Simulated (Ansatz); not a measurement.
# Nd2ScCl2: the cost of one run

Computed with Ansatz 0.2.0 (DFT PBE, scalar-relativistic, plane waves, PAW; 4f electrons in the core of a trivalent norm-conserving potential, unless a step's input says otherwise).

### 1 The system as given

The structure is tetragonal, space group P4/mmm (No. 123). The conventional cell has a = 4.540 Å, b = 4.540 Å, c = 7.631 Å, α = 90.00°, β = 90.00°, γ = 90.00°. Around Nd (site symmetry 4mm) lie 1 Cl at 1.93 Å and 1 Nd at 2.20 Å. Around Sc (site symmetry 4/mmm) lie 8 Cl at 3.31 Å. Cl (site symmetry 4mm) has 1 Cl at 1.58 Å and 1 Nd at 1.93 Å in its first shell of neighbours.

Structure file:

```
CELL_PARAMETERS angstrom
4.53951 0.00000 0.00000
0.00000 4.53951 0.00000
0.00000 0.00000 7.63070
ATOMIC_POSITIONS crystal
Nd 0.00000 0.00000 0.35614
Nd 0.00000 0.00000 0.64386
Sc 0.50000 0.50000 0.00000
Cl 0.00000 0.00000 0.10347
Cl 0.00000 0.00000 0.89653
```

The cell is invented: random cell by space group and Wyckoff sites (P4/mmm, No. 123). The dimensions are guesses.

### 2 A first look at the guess

Input file input.yaml:

```yaml
crystal:
  lattice:
    - [4.53951212, 0.0, 0.0]
    - [0.0, 4.53951212, 0.0]
    - [0.0, 0.0, 7.63070087]
  atoms:
    - { symbol: Nd, position: [0.0, 0.0, 0.35613524] }
    - { symbol: Nd, position: [0.0, 0.0, 0.64386476] }
    - { symbol: Sc, position: [0.5, 0.5, 0.0] }
    - { symbol: Cl, position: [0.0, 0.0, 0.10347132] }
    - { symbol: Cl, position: [0.0, 0.0, 0.89652868] }
basis:
  ecutwfc: 660
kpoints:
  mp_grid: { grid: [4, 4, 2] }
hamiltonian:
  xc: pbe
  pseudopotentials:
    kind: paw
    azcp: { Nd: "pseudopotentials/pbe/nc/lanthanide_3plus/Nd.nc.azcp" }
scf:
  occupations: { method: gaussian, width: 0.1 }
  lower_state_search: "off"
output:
  forces: true
  stress: true
  eigenvalues: true
```

Launch:

```bash
ansatz run input.yaml --threads 1 --pin off --max-ram 2560MiB --backend cpu --events-out ev --progress --plain --runs-dir out
```

What time and memory should one allow on 1 thread of Arm Neoverse N1, shared host?

About 16 s, with a peak of 0.45 GiB.
